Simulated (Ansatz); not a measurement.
Hf2Pd2Se2Br2O3:

```
Hf Pd Se Br O
1.0
     5.76070    0.00000    0.00000
    -0.52247    5.84720    0.00000
    -1.48845   -0.88663    6.65037
Hf Pd Se Br O
2 2 2 2 3
Direct
  0.74540 0.39602 0.34989
  0.28763 0.45322 0.59401
  0.90854 0.13294 0.84849
  0.25249 0.90323 0.35874
  0.63469 0.40355 0.93716
  0.62597 0.78174 0.53023
  0.85273 0.99089 0.15355
  0.22526 0.82084 0.86223
  0.96040 0.28925 0.59026
  0.43233 0.24524 0.40864
  0.07457 0.58308 0.36682
```

The cell was built by a generator and needn't be a form met in nature.

| Item | Value |
| --- | --- |
| Program | Ansatz 0.2.0 |
| Task | single point |
| Functional | PBE |
| Potentials or basis | Ansatz PAW |
| Cutoff | 420 eV (not typed: the program's choice for these potentials) |
| k mesh | 5 × 5 × 4 |
| Occupations | fermi-dirac, width 0.05 eV |
| Spin | no spin polarisation |

On this cell: pressure 0.0 GPa; largest force 0.008 eV/Å; band gap on the k mesh 0.22 eV, indirect (least direct gap 0.47 eV).

The same run follows on a disturbed copy (atoms moved at random, drawn with an rms of 0.05 Å):

```xyz
11
Lattice="5.7607 0.0000 0.0000 -0.5225 5.8472 0.0000 -1.4885 -0.8866 6.6504" Properties=species:S:1:pos:R:3 pbc="T T T"
Hf    3.5463    2.0225    2.2912
Hf    0.5081    2.0988    3.9265
Pd    3.9022   -0.0202    5.6236
Pd    0.4505    4.9503    2.3944
Se    2.0639    1.4804    6.2481
Se    2.4561    4.1069    3.5002
Br    4.1501    5.6499    1.0305
Br   -0.3864    3.9897    5.7259
O     4.4807    1.1970    3.9743
O     1.7452    1.0941    2.6889
O    -0.4321    3.1165    2.4313
```

Task: What does the disturbed cell give?

Result: The energy moves by +6.8 meV/atom; pressure -0.2 GPa; largest force 0.676 eV/Å; band gap on the k mesh 0.17 eV, indirect (least direct gap 0.44 eV).

Forces on the atoms (eV/Å):
```
Hf   0.241 -0.133  0.433
Hf   0.124  0.408  0.155
Pd  -0.063  0.028  0.249
Pd   0.083  0.373 -0.056
Se  -0.127  0.147 -0.329
Se  -0.381 -0.008  0.049
Br   0.181 -0.088 -0.037
Br  -0.032  0.080  0.057
O   -0.057  0.061 -0.671
O    0.048 -0.263 -0.054
O   -0.017 -0.603  0.205
```

Stress tensor (GPa, compression positive):
```
-0.29 -0.09 -0.41
-0.09  0.18  0.49
-0.41  0.49 -0.45
```

Caveats: odd divisions of the mesh miss points on the zone boundary, where band edges often lie, so the gap on the mesh can be too wide; spin-orbit coupling is left out, which moves the levels of the heavy elements.

A k mesh can miss the band edges.
